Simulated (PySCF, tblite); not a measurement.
# C5H3F3O3S: excited states

Wanted: excited states for C5H3F3O3S (`O=S(=O)(c1ccco1)C(F)(F)F`).

Programs: tblite 0.8.0 and PySCF 2.14.0, with routines of our own; each step states its level. All values are computed. Atoms count from 0.

### 1 The starting structure

15 atoms, charge 0, multiplicity 1; geometry from: force field or distance geometry start.

### 2 Optimising the geometry with GFN2-xTB

Job settings and geometry (Å):

```
{"job": {"kind": "relax", "xc": "GFN2-xTB", "basis": "xTB"}, "charge": 0, "multiplicity": 1}
O     -1.591100     0.846800     1.814300
S     -1.513700    -0.066900     0.683700
O     -1.896100    -1.467100     0.845200
C      0.247400    -0.156600     0.347100
C      1.252400    -0.888800     0.996300
C      2.465200    -0.600300     0.326100
C      2.156300     0.286900    -0.676400
O      0.833600     0.558500    -0.664400
C     -2.157100     0.650900    -0.835200
F     -1.847400    -0.076800    -1.940500
F     -1.711200     1.919000    -1.064300
F     -3.529200     0.736500    -0.819100
H      1.096500    -1.544000     1.844600
H      3.458500    -0.987300     0.553100
H      2.731500     0.797200    -1.432400
```

Started as:

```sh
OMP_NUM_THREADS=1 python excited_run.py task.json out
```

This one command runs all jobs of the session in turn.

The program printed:

```text
step      E/eV     max force
  0   -1137.40119    3.943
  1   -1137.78075    1.842
  2   -1137.83688    0.461
  3   -1137.85722    0.369
  4   -1137.86352    0.314
  5   -1137.86646    0.208
  6   -1137.86964    0.180
  7   -1137.87417    0.173
  8   -1137.87672    0.167
  9   -1137.87932    0.101
 10   -1137.88042    0.094
 11   -1137.88112    0.081
 12   -1137.88183    0.077
 13   -1137.88272    0.099
 14   -1137.88373    0.117
 15   -1137.88486    0.107
 16   -1137.88609    0.085
 17   -1137.88734    0.098
 18   -1137.88838    0.077
 19   -1137.88906    0.061
 20   -1137.88952    0.058
 21   -1137.88994    0.057
 22   -1137.89044    0.061
 23   -1137.89099    0.059
 24   -1137.89148    0.066
 25   -1137.89190    0.059
 26   -1137.89231    0.062
 27   -1137.89275    0.073
 28   -1137.89321    0.065
 29   -1137.89367    0.075
 30   -1137.89412    0.062
 31   -1137.89456    0.053
 32   -1137.89497    0.044
 33   -1137.89535    0.052
 34   -1137.89574    0.058
 35   -1137.89621    0.053
 36   -1137.89669    0.050
 37   -1137.89708    0.045
 38   -1137.89735    0.039
 39   -1137.89759    0.037
 40   -1137.89784    0.043
 41   -1137.89804    0.032
 42   -1137.89814    0.020
 43   -1137.89819    0.018
 44   -1137.89827    0.028
 45   -1137.89839    0.035
 46   -1137.89854    0.036
 47   -1137.89871    0.043
 48   -1137.89887    0.040
 49   -1137.89906    0.043
 50   -1137.89931    0.052
 51   -1137.89966    0.051
 52   -1137.90008    0.055
 53   -1137.90056    0.057
 54   -1137.90112    0.065
 55   -1137.90179    0.066
 56   -1137.90252    0.071
 57   -1137.90328    0.065
 58   -1137.90422    0.076
 59   -1137.90566    0.086
 60   -1137.90788    0.100
 61   -1137.90987    0.211
 62   -1137.87695    0.741
 63   -1137.91184    0.083
 64   -1137.91238    0.078
 65   -1137.91346    0.056
 66   -1137.91387    0.046
 67   -1137.91427    0.051
 68   -1137.91477    0.057
 69   -1137.91554    0.064
 70   -1137.91648    0.064
 71   -1137.91745    0.063
 72   -1137.91841    0.071
 73   -1137.91952    0.085
 74   -1137.92101    0.119
 75   -1137.92269    0.146
 76   -1137.92423    0.134
 77   -1137.92382    0.184
 78   -1137.92700    0.059
 79   -1137.92800    0.057
 80   -1137.93016    0.075
 81   -1137.93102    0.076
 82   -1137.93206    0.062
 83   -1137.93290    0.079
 84   -1137.93320    0.057
 85   -1137.93363    0.036
 86   -1137.93393    0.038
 87   -1137.93417    0.038
 88   -1137.93431    0.038
 89   -1137.93448    0.030
 90   -1137.93467    0.036
 91   -1137.93493    0.043
 92   -1137.93516    0.037
 93   -1137.93532    0.025
 94   -1137.93541    0.019
 95   -1137.93547    0.025
 96   -1137.93555    0.025
 97   -1137.93566    0.029
 98   -1137.93575    0.020
 99   -1137.93582    0.017
100   -1137.93586    0.020
101   -1137.93591    0.024
102   -1137.93599    0.026
103   -1137.93613    0.040
104   -1137.93633    0.059
105   -1137.93662    0.069
106   -1137.93700    0.063
107   -1137.93743    0.057
108   -1137.93783    0.050
109   -1137.93828    0.064
110   -1137.93886    0.071
111   -1137.93969    0.084
112   -1137.94069    0.087
113   -1137.94145    0.055
114   -1137.94177    0.058
115   -1137.93876    0.284
116   -1137.94195    0.028
117   -1137.94202    0.034
118   -1137.94241    0.071
119   -1137.94265    0.043
120   -1137.94302    0.054
121   -1137.94338    0.040
122   -1137.94358    0.065
123   -1137.94364    0.108
124   -1137.94403    0.038
125   -1137.94418    0.045
126   -1137.94439    0.033
127   -1137.94465    0.030
128   -1137.94472    0.027
129   -1137.94477    0.023
130   -1137.94481    0.031
131   -1137.94485    0.020
132   -1137.94488    0.013
133   -1137.94491    0.010
134   -1137.94493    0.012
135   -1137.94496    0.017
136   -1137.94499    0.019
137   -1137.94501    0.018
138   -1137.94504    0.017
139   -1137.94506    0.012
140   -1137.94510    0.016
141   -1137.94512    0.013
142   -1137.94514    0.006
```

Run time: 0.94 s. Hardware: 1 thread of Arm Neoverse V2, shared host; peak memory 0.18 GiB.

Step by step: (not every step is listed)

| step | energy from step 0 (eV) | largest force (eV/Å) |
| --- | --- | --- |
| 0 | 0.0000 | 3.9429 |
| 1 | -0.3796 | 1.8415 |
| 2 | -0.4357 | 0.4609 |
| 3 | -0.4560 | 0.3685 |
| 4 | -0.4623 | 0.3141 |
| 5 | -0.4653 | 0.2082 |
| 6 | -0.4684 | 0.1796 |
| 7 | -0.4730 | 0.1729 |
| 8 | -0.4755 | 0.1667 |
| 20 | -0.4883 | 0.0583 |
| 32 | -0.4938 | 0.0441 |
| 44 | -0.4971 | 0.0279 |
| 56 | -0.5013 | 0.0706 |
| 68 | -0.5136 | 0.0571 |
| 80 | -0.5290 | 0.0755 |
| 92 | -0.5340 | 0.0369 |
| 104 | -0.5351 | 0.0594 |
| 116 | -0.5408 | 0.0278 |
| 128 | -0.5435 | 0.0266 |
| 137 | -0.5438 | 0.0179 |
| 138 | -0.5439 | 0.0174 |
| 139 | -0.5439 | 0.0119 |
| 140 | -0.5439 | 0.0164 |
| 141 | -0.5439 | 0.0128 |
| 142 | -0.5439 | 0.0062 |

Close pairs (by a distance rule), those that changed most:

| bond | before (Å) | after (Å) | change (Å) |
| --- | --- | --- | --- |
| S1–C8 | 1.799 | 1.895 | +0.096 |
| C8–F11 | 1.375 | 1.321 | -0.053 |
| C3–C4 | 1.403 | 1.365 | -0.037 |
| S1–O2 | 1.460 | 1.425 | -0.036 |
| C8–F10 | 1.364 | 1.330 | -0.034 |
| O0–S1 | 1.456 | 1.423 | -0.033 |
| S1–C3 | 1.795 | 1.768 | -0.027 |
| C3–O7 | 1.370 | 1.343 | -0.027 |

The next job starts from the end point, and lists it.

### 3 Infrared spectrum with GFN2-xTB

Job settings and geometry (Å):

```
{"job": {"kind": "ir", "xc": "GFN2-xTB", "basis": "xTB"}, "charge": 0, "multiplicity": 1}
O     -1.611221     1.546066     1.451114
S     -1.394860     0.264660     0.870861
O     -1.903898    -0.906942     1.502222
C      0.311069     0.016030     0.478241
C      1.088181    -1.106387     0.504300
C      2.357126    -0.696640     0.035898
C      2.242435     0.635111    -0.241349
O      1.005179     1.071792     0.021841
C     -2.142481     0.306348    -0.869890
F     -1.809866    -0.820550    -1.501113
F     -1.639630     1.324702    -1.561865
F     -3.459403     0.411234    -0.839280
H      0.779710    -2.079473     0.823308
H      3.227087    -1.309086    -0.078013
H      2.946158     1.351124    -0.618187
```

The program printed:

```text
mode    cm-1     km/mol
  1      22.1      0.16
  2      35.3      0.28
  3      53.4      0.40
  4     112.7      1.90
  5     128.9      4.29
  6     145.4      7.81
  7     254.3      1.25
  8     279.7      4.55
  9     288.8      1.88
 10     328.1      6.11
 11     378.4     20.56
 12     464.4     34.26
 13     475.0      1.29
 14     495.6    254.69
 15     550.8    227.78
 16     587.4     21.61
 17     615.1      7.36
 18     666.5     16.89
 19     790.4     18.93
 20     833.6     11.48
 21     857.5      0.03
 22     857.7      1.82
 23     904.6     10.94
 24    1023.3     41.13
 25    1060.4    146.07
 26    1078.5     71.00
 27    1104.3    149.68
 28    1108.1     61.49
 29    1132.0     64.46
 30    1166.0    351.37
 31    1192.0     95.61
 32    1225.4     41.69
 33    1309.6    496.35
 34    1356.3      9.80
 35    1428.2     47.18
 36    1550.4      9.49
 37    3170.7      0.92
 38    3195.6      1.07
 39    3206.1      0.22
```

Wall time 0.52 s (1 thread of Arm Neoverse V2, shared host); peak memory 0.18 GiB.

Which atoms move in the most intense modes:

| cm⁻¹ | km/mol | atoms |
| --- | --- | --- |
| 496 | 254.7 | S1 44 %, O2 19 %, O0 19 % |
| 551 | 227.8 | S1 54 %, O2 13 %, O0 12 % |
| 1060 | 146.1 | C8 32 %, H13 25 % |
| 1078 | 71.0 | H13 29 %, C8 23 % |
| 1104 | 149.7 | C8 63 %, F10 16 % |
| 1166 | 351.4 | C8 24 %, O2 22 %, O0 21 %, S1 15 % |
| 1192 | 95.6 | C6 24 %, C4 16 %, O7 15 % |
| 1310 | 496.4 | S1 44 %, O0 29 %, O2 27 % |

### 4 Excited states: TDA B3LYP/def2-SVP

Settings changed since step 3:

```diff
@@ -1,2 +1,2 @@
-{"job": {"kind": "ir", "xc": "GFN2-xTB", "basis": "xTB"}, "charge": 0, "multiplicity": 1}
+{"job": {"kind": "states", "xc": "B3LYP", "basis": "def2-SVP", "tda": true, "soc": true, "nstates": 8, "ntriplets": 6, "nquad": 4}, "charge": 0, "multiplicity": 1}
 O     -1.611221     1.546066     1.451114
```

Level: TDA B3LYP/def2-SVP excited states, vertical, gas phase, spin-orbit mean-field couplings.

The program printed:

```text
coarse grid: 15432 points
cycle   1  E = -1114.2783257082  dE =  3.211e+00  |g| = 1.631e+00  |ddm| = 5.024e+00
cycle   2  E = -1112.0772850953  dE =  2.201e+00  |g| = 3.792e+00  |ddm| = 4.849e+00
cycle   3  E = -1114.7561014264  dE = -2.679e+00  |g| = 3.491e-01  |ddm| = 3.860e+00
cycle   4  E = -1114.7683076222  dE = -1.221e-02  |g| = 2.544e-01  |ddm| = 5.617e-01
cycle   5  E = -1114.7805022124  dE = -1.219e-02  |g| = 5.636e-02  |ddm| = 2.358e-01
cycle   6  E = -1114.7811703928  dE = -6.682e-04  |g| = 1.958e-02  |ddm| = 7.044e-02
cycle   7  E = -1114.7812543904  dE = -8.400e-05  |g| = 5.198e-03  |ddm| = 2.340e-02
cycle   8  E = -1114.7812596892  dE = -5.299e-06  |g| = 1.920e-03  |ddm| = 6.059e-03
final grid: 152344 points
cycle   9  E = -1114.9400342325  dE = -4.139e-05  |g| = 7.173e-03  |ddm| = 3.315e-02
cycle  10  E = -1114.9400193063  dE =  1.493e-05  |g| = 1.131e-02  |ddm| = 1.704e-02
cycle  11  E = -1114.9400440837  dE = -2.478e-05  |g| = 1.780e-03  |ddm| = 1.102e-02
cycle  12  E = -1114.9400447196  dE = -6.360e-07  |g| = 3.218e-04  |ddm| = 1.864e-03
cycle  13  E = -1114.9400447356  dE = -1.597e-08  |g| = 1.810e-04  |ddm| = 4.800e-04
cycle  14  E = -1114.9400447428  dE = -7.159e-09  |g| = 2.415e-05  |ddm| = 1.795e-04
cycle  15  E = -1114.9400447428  dE = -6.230e-11  |g| = 1.447e-05  |ddm| = 3.202e-05
converged SCF energy = -1114.9400447428

Singlet excitations
state   eV       nm        f     d(h-e)  d(exc)  Lambda  PR(NTO)  |dmu|/D   mu/D   main configurations
  1   6.0900   203.6   0.26751   0.422   2.995   0.696   1.108    0.708    5.264   H->L 0.67, H-1->L 0.16
  2   6.1454   201.8   0.10250   1.452   3.315   0.505   1.050    4.635    1.858   H-1->L 0.81, H->L 0.14
  3   6.5009   190.7   0.00446   2.044   3.427   0.447   1.066    5.970    1.250   H-3->L 0.77, H-2->L 0.17
  4   6.8263   181.6   0.10957   0.509   2.727   0.669   1.485    0.974    4.348   H-2->L 0.47, H->L+1 0.22, H-3->L 0.13
  5   7.0157   176.7   0.00360   2.358   3.461   0.298   1.030                     H-4->L 0.95
  6   7.2549   170.9   0.00131   2.102   3.412   0.391   1.058                     H-5->L 0.95
  7   7.5946   163.3   0.02097   1.381   3.149   0.555   1.094                     H->L+2 0.73, H->L+1 0.17
  8   8.0139   154.7   0.00774   1.520   3.280   0.437   1.063                     H->L+3 0.92

Triplet excitations (Tamm-Dancoff)
state   eV     d(h-e)  d(exc)  Lambda  PR(NTO)   main configurations
  1   3.8939   0.237   2.434   0.770   1.048   H->L 0.94
  2   5.2176   0.558   2.369   0.692   1.297   H-2->L 0.80, H->L+1 0.12
  3   5.7729   1.797   3.258   0.458   1.012   H-1->L 0.94
  4   6.0380   0.591   2.620   0.737   1.229   H->L+1 0.75, H-2->L 0.10
  5   6.2933   2.161   3.361   0.402   1.013   H-3->L 0.92
  6   6.8418   2.197   3.372   0.296   1.012   H-4->L 0.96
S1 - T1 = 2.1961 eV

Spin-orbit couplings |<S|Hso|T>| (cm-1)
             T1       T2       T3       T4       T5       T6
S0        1.005    0.407    4.241    1.699   13.004   19.642
S1        1.724    1.363    8.373    1.651   20.337    7.120
S2        3.301    3.184    6.239    2.231   30.374   11.978
S3        6.769    2.221   31.169    2.622    4.307   39.330
S4        2.090    0.574   12.678    1.326    5.817    8.140
S5        5.835    1.788    9.359    4.422   38.953   10.893
S6        7.701    0.625   39.970    4.022   37.650    5.004
S7        3.055    2.584    5.068    9.215    3.737    0.823
S8        6.950    1.216    2.915    7.773    3.246    1.848
T1 sublevels (cm-1): 0.000 0.003 0.003   radiative rates (1/s): 0.639 0.294 0.331
```

It took 53 s on 1 thread of Arm Neoverse V2, shared host; peak memory 0.83 GiB.

Key values:

| quantity | value |
| --- | --- |
| S1 less T1 | 2.20 eV |

### 5 Outcome

| quantity | value |
| --- | --- |
| strongest single infrared mode (GFN2-xTB) | 1310 cm⁻¹, 496 km/mol |
| zero-point energy (GFN2-xTB) | 50.7 kcal/mol |
| S1 less T1 (step 4, TDA B3LYP/def2-SVP) | 2.20 eV |

In words: No mode is imaginary among the 39: a minimum at this level. The strongest single mode, at 1310 cm⁻¹, has its largest shares on S1, O0 and O2 (the list is cut at 3 atoms). Unscaled tight-binding wavenumbers are off by several per cent, some by more. Its intensities can rank the bands wrongly. In step 4, the number of triplets below S1 is 4, and the largest singlet-triplet spin-orbit coupling is S6–T3, 39.97 cm⁻¹.
